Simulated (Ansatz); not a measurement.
# AlGaSiH+ (triplet): from Hartree-Fock to the top rungs, cc-pVDZ

One table from this session's results is given with a row withheld; the runs are named, their logs left out.

Program: Ansatz 0.2.0, Gaussian basis. Level of theory: cc-pVDZ, core rule «outside noble gas», up to 24 orbitals frozen. These are calculated values, not measurements.

To be run: UHF; CCSD(T) on ROHF; CCSD(T) on UHF; BCCD(T) on ROHF; CISD as a restricted active space (open shells left free, so some higher excitations enter); CCSDT(Q) on ROHF; CCSDT(Q) on UHF.

28 further runs of the same task are left out: 2 for a known fault of the program, 16 that didn't finish, 10 set aside as unsound or not needed. Runs told in other sessions of the task aren't counted.

### The geometry

The geometry is a PBE0/def2-TZVP stationary point (not a proven minimum) of the parent state, kept for this charge and spin. No spin-orbit coupling is included. The filled d shell of Ga may be among the frozen orbitals whatever the setting's name suggests.

4 atoms, charge 1, spin multiplicity 3.

Atoms are counted from 1 here; the program's logs count them from 0.

Bond lengths: Ga1–Al2 2.642 Å, Ga1–H4 1.921 Å, Al2–Si3 2.391 Å, Al2–H4 1.811 Å. Angles: Al2–Ga1–H4 43.3°, Ga1–Al2–Si3 171.6°, Ga1–Al2–H4 46.7°, Si3–Al2–H4 125.0°, Ga1–H4–Al2 90.1°.

The first run:

in.yaml reads:

```yaml
crystal:
  periodic: [false, false, false]
  atoms:
    - {symbol: Ga, position_ang: [-0.000001, -0.279644, 2.283217]}
    - {symbol: Al, position_ang: [0.000001, -0.438476, -0.354113]}
    - {symbol: Si, position_ang: [-0.000002, -0.232433, -2.736259]}
    - {symbol: H, position_ang: [0.000003, 0.950553, 0.807155]}
basis:
  gaussian: {orbitals: cc-pVDZ}
total_charge: 1
magnetization: {spin_polarized: true, initial_magnetization: 2}
hamiltonian: {xc: hf}
output: {orbitals: {seedname: orbitals}}
```

Run with:

```bash
$ ansatz run in.yaml --threads 1 --pin off --events-out ev --progress --plain --max-ram 2393MiB
```

Among the steps run: UHF; CCSD(T) on ROHF; CCSD(T) on UHF; BCCD(T) on ROHF; CISD as a restricted active space (open shells left free, so some higher excitations enter); CCSDT(Q) on ROHF; CCSDT(Q) on UHF.

One of the session's tables, all rows but one given; the rest of the session is left out.

| method | from RCCSDT(Q) (meV) |
| --- | --- |
| ROHF | +5806.9 |
| UHF | ? |
| RMP2 | +1734.0 |
| UMP2 | +1808.7 |
| CISD | +990.8 |
| RCCSD | +365.1 |
| UCCSD | +363.9 |
| RCCSD(T) | +120.5 |
| UCCSD(T) | +132.1 |
| BCCD(T) | +113.7 |
| RCCSDT | +30.0 |
| UCCSDT | +31.7 |
| RCCSDT(Q) | 0 |
| UCCSDT(Q) | +3.0 |

**Question.** Estimate the row for UHF.

As computed: from RCCSDT(Q) (meV): +5445.0. In the column «from RCCSDT(Q) (meV)» it lies between UMP2 (+1808.7) and ROHF (+5806.9).

To keep in mind: Warnings: spin contamination; large T1 diagnostic. Restricted and unrestricted rows rest on different reference determinants; a gap between their highest levels can come from leftover correlation error, from unlike frozen cores or from another state.
